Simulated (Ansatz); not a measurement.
# CrB4 in Ansatz: relaxation of the atoms with PBE

Aim: the relaxation of the atoms of CrB4 with PBE.

Everything below comes from runs of Ansatz 0.2.0. Logs are shortened: lines on timing, memory, paths and dates and some standing lists are left out, and cuts for length are marked.

## Step 1: The structure

The cell holds a sheet with vacuum, 5 atoms: a = 2.900 Å, b = 2.900 Å, c = 30.090 Å, α = 90.00°, β = 90.00°, γ = 120.00°.

The cell was built by a generator and needn't be a form met in nature.

## Step 2: Relaxation of the atoms, PBE, collinear spin, ferromagnetic start

Contents of input.yaml:

```yaml
crystal:
  lattice:
    - [2.90017, 0.0, 0.0]
    - [-1.45009, 2.51162, 0.0]
    - [0.0, 0.0, 30.08984]
  atoms:
    - { symbol: Cr, position: [0.0, 0.0, 0.2991], spin: 3.0 }
    - { symbol: B, position: [0.33333, 0.66667, 0.24898] }
    - { symbol: B, position: [0.66667, 0.33333, 0.24898] }
    - { symbol: B, position: [0.33333, 0.66667, 0.34922] }
    - { symbol: B, position: [0.66667, 0.33333, 0.34922] }
kpoints:
  mp_grid: { grid: [11, 11, 1] }
scf:
  occupations: { method: fermi_dirac, width: 0.05 }
hamiltonian:
  xc: pbe
  pseudopotentials: { kind: all_electron, lapw: { basis_error: 0.002 } }
magnetization:
  spin_polarized: true
output:
  forces: true
  stress: true
relax:
  f_tol: 0.01
  max_steps: 60
```

Potentials or basis: all-electron LAPW, scalar-relativistic.

Started as:

```console
> ansatz run input.yaml --threads 8 --pin off --max-ram 30720MiB --backend cpu --events-out ev --progress --plain --runs-dir out
```

The log of the run:

```text
Warning: the atoms were moved onto the symmetric positions of the space group found under crystal.symmetry.tolerance 1.0e-5 (fractional; no operation is sought that the atoms, as they stand in a round, miss by more than twice it, and no atom is moved by as much as it), and the run uses the moved positions. Before a round's move an operation carried an atom to 2.90e-5 Å from where it should land, the largest such distance. Atom 1 (counting from 0) moved farthest, by 1.67e-5 Å; the longest move in fractions of the cell, of whichever atom, is 0.47 of the tolerance, in 1 round. To run the atoms as typed, lower crystal.symmetry.tolerance until the operations that they miss are no longer found, or set crystal.symmetry.detect: false (a key that needs symmetry detection or time reversal refuses this as the deck is read). The positions used, in the order of the run's atom list: position: [0.0, 0.0, 0.2991]; position: [0.3333333333333333, 0.6666666666666666, 0.24898]; position: [0.6666666666666666, 0.3333333333333333, 0.24898]; position: [0.3333333333333333, 0.6666666666666666, 0.34922]; position: [0.6666666666666666, 0.3333333333333333, 0.34922]; The lattice was moved too: crystal.lattice keeps the space group found at crystal.symmetry.tolerance 1.0e-5 only nearly: the operation that it misses by the most changes a squared length by the fraction 3.98e-6. The run uses the lattice that is a stretch of the typed one, with no rotation, onto the one that keeps every operation to a double's rounding (on a very oblique basis the stretch itself rounds by more); the deck's lattice vector that moved farthest moved by 2.93e-6 Å. To run the lattice as typed, set crystal.symmetry.tolerance under 1.37e-6, the least fraction by which an operation that the lattice misses changes a squared length (the same key also sets how far an atom may lie from its image, so lowering it can lose operations that the atoms keep only within it), or set crystal.symmetry.detect: false, as for the atoms. crystal.lattice made exact, in Å and degrees: [[2.900169483103531, 2.886751346101865e-6, 0.0], [-1.4500872415517654, 2.5116190042723687, 0.0], [0.0, 0.0, 30.08984]]. Pasted over the deck's crystal.lattice, beside positions in fractional coordinates, it runs the same cell (given as lengths and angles, that cell in the form's own orientation, a rigid turn of the misfit's size from the one run here, for which a checkpoint.post_process_only pass over this run's state can be refused: where this run relaxes nothing, give such a pass this deck's own crystal.lattice, as typed; behind a relaxation, as crystal.lattice, the state's own cell, identity.cell in its checkpoint.json), and a matrix so pasted ends this notice, except on a very skew basis of the lattice, where the rounding of the pasted numbers themselves can read as a misfit: the cell is then moved again, and that move is told again. The lattice as run is in this notice's lattice.as_run_ang field (Run.prep()["deck_notices"] in Python, the deck_notice line of an events file, deck_notices of ansatz run --dry-run=json, or deck_notices in record.json in the deck's checkpoint.write directory).
Warning: RAYON_NUM_THREADS=8 ignored (pool sized by the plan → 8); use --threads N
The last accepted step is kept in <dir> (removed where the run ends without a failure and the disk answers)
LAPW: plane waves up to 9.101 Å⁻¹, error target 2.0e-3 eV per atom; small_component_spin mean_spin; B in spheres of 0.812 Å, 5 of its electrons in bands, Dirac shells []; Cr in spheres of 1.174 Å, 14 of its electrons in bands, Dirac shells [] (how accurate: hamiltonian.pseudopotentials.lapw.basis_error, Limitations)
Engine: ansatz 0.2.0, x86_64-unknown-linux-gnu
Pseudopotentials: kind: all_electron
Pseudopotential: Cr, LAPW, valence charge 14, lapw/all_electron/scalar/gaussian/Cr, Koelling and Harmon's equation, gaussian nucleus
Pseudopotential: B, LAPW, valence charge 5, lapw/all_electron/scalar/gaussian/B, Koelling and Harmon's equation, gaussian nucleus
Functional definition: PBE
  parameter kappa = 0.804
  parameter beta = 0.06672455060314922
  exchange = pbe_x(kappa = kappa, mu = beta*pi^2/3)
  correlation = pbe_c(beta = beta)
Crystal: 5 atoms, lattice volume = 219.178 Å³
Basis set: ecut = 315.54384745408436 eV, 2781 PW (Γ), exchange–correlation at level 2
Bands: 24, of which v1, the nominal top of the filled ones, is band 17 counted from 1 (16 counted from 0)
Symmetry: 24 space group operations
Space group: P6/mmm (ITA 191), of the structure as read, at distance tolerance 6.0e-5 Å
Magnetic group: BNS 191.233 (UNI 1463), of the structure as read, at distance tolerance 6.0e-5 Å
k-points: 16 of 121
Non-local potential: Cr, projectors of the file, none
Non-local potential: B, projectors of the file, none
Initial density: superposition of atomic densities (neutral atoms: chi_scale 0, normalization atom)
Starting moments: Σ|m| = 3 μB on 1 of 5 sites
Initial wavefunctions: plane waves of lowest kinetic energy (no species holds an atomic orbital)
[...]
SCF 1 converged in 14 iterations: F = -31299.792124 eV  dr2 = 1.77e-9
[...]
SCF 2 converged in 2 iterations: F = -31299.792124 eV  dr2 = 1.58e-11
relax step   2: F+E_penalty+E_count = -31299.79212446 eV  Δ(F+E_penalty+E_count) = -2.696e-9 eV  max|allowed force component| = 4.598e-3 eV/Å  Δτ_max = 0.0000 Å  (2 SCF iters, accepted)
SCF converged after 2 iterations
Magnetization: 0.0000 μB (17.0000 up, 17.0000 down)
Absolute magnetization: 0.0000 μB (∫|ρ↑−ρ↓|)
Spin contamination: 0.0000 ħ² per cell (⟨S²⟩ above its minimum at these occupations)
Per-site moments (μB) at R_I (Å): [(3.1823956092580374e-7, 1.1740390237079343), (-2.1928636684265257e-8, 0.8120905993055093), (-2.1928636684265257e-8, 0.8120905993055093), (-2.1928636684265257e-8, 0.8120905993055093), (-2.1928636684265257e-8, 0.8120905993055093)]
Free energy (F): -31299.792124 eV
Harris-Foulkes:  -31299.792124 eV  (|F-HF|=2.91e-11)
Internal energy: -31299.785679 eV  (E = F + TS)
E sigma→0 (E₀):  -31299.788901 eV
Entropy (-TS):   -0.006446 eV (-1.289 meV/atom)
Fermi energy:    -3.132731 eV
--- Per-component energies (eV) ---
  E_band       = -1968.374989
  E_kinetic    = 31620.190296
  E_xc         = -1770.813024
  E_electrostatic = -61149.162951  (all electrons and nuclei)
  E_smearing   = -0.006446  (= −TS)
  E_closure    = 0.000000  (closes the sum)
  E_atoms      = -31264.191477  (free atoms, spherical and without spin; not in F)
  Σ components = -31299.792124   (vs F -31299.792124, Δ=0.00e0)
  Basis errors (estimates in eV, not in F): energy 1.4e-3 per atom: plane waves 1.3e-3 (7.6e-4 summed), levels above the bands 1.3e-59, relativity 4.6e-9, radial functions 9.6e-5, core shells 4.3e-7; eigenvalues (radial functions only) 2.5e-6; not estimated: angular momenta, meshes, grids; target (lapw.basis_error) 2.0e-3; muffin-tin radii B 0.812 Å, Cr 1.174 Å
--- Forces (eV/Å), atoms counted from 1 ---
  atom   1  Cr     0.00000000     0.00000000     0.00000000
  atom   2  B      0.00000000     0.00000000    -0.00459782
  atom   3  B      0.00000000     0.00000000    -0.00459782
  atom   4  B     -0.00000000     0.00000000     0.00459782
  atom   5  B     -0.00000000    -0.00000000     0.00459782
  max |Σ_I F_I| component: 1.85e-17 eV/Å
--- Stress (GPa, compression-positive) ---
        0.002585       0.000000       0.000000
        0.000000       0.002585       0.000000
        0.000000       0.000000       0.020763
  P = ⅓ Tr σ = 0.0086 GPa (0.086 kbar)
--- Relaxed structure (2 steps of the walk, 2 accepted, 0 SCFs on fresh bases) ---
  F+E_penalty+E_count = -31299.79212446 eV   max|allowed force component| = 4.598e-3 eV/Å
  atoms:
    - { symbol: Cr, position: [0.0, 0.0, 0.2990999999999999] }
    - { symbol: B, position: [0.3333333333333333, 0.6666666666666666, 0.24898] }
    - { symbol: B, position: [0.6666666666666667, 0.3333333333333333, 0.24898] }
    - { symbol: B, position: [0.3333333333333333, 0.6666666666666666, 0.3492199999999999] }
    - { symbol: B, position: [0.6666666666666667, 0.3333333333333333, 0.3492199999999999] }
```

Wall time 15 s (8 threads of Intel Xeon Platinum 8375C at 2.90GHz (Ice Lake), shared host); peak memory 0.92 GiB.

What came out:

```yaml
Free_energy: -31299.7921 eV
Energy_gained_by_relaxing: 0.0 meV/atom
Ionic_steps: 2
Largest_force_after_relaxing: 0.005 eV/Å
Net_moment: 0.00 μB per cell
Absolute_moment: 0.00 μB per cell
```

Forces in eV/Å, atoms in the order of the input:
```
Cr   0.000  0.000  0.000
B    0.000  0.000 -0.005
B    0.000  0.000 -0.005
B    0.000  0.000  0.005
B    0.000  0.000  0.005
```

Final structure:
```
Cr B
1.0
     2.90017    0.00000    0.00000
    -1.45009    2.51162    0.00000
     0.00000    0.00000   30.08984
Cr B
1 4
Direct
  0.00000 0.00000 0.29910
  0.33333 0.66667 0.24898
  0.66667 0.33333 0.24898
  0.33333 0.66667 0.34922
  0.66667 0.33333 0.34922
```

Caveat: the starting moments collapsed, and a magnetic state may lie lower; the starting moments weren't kept.
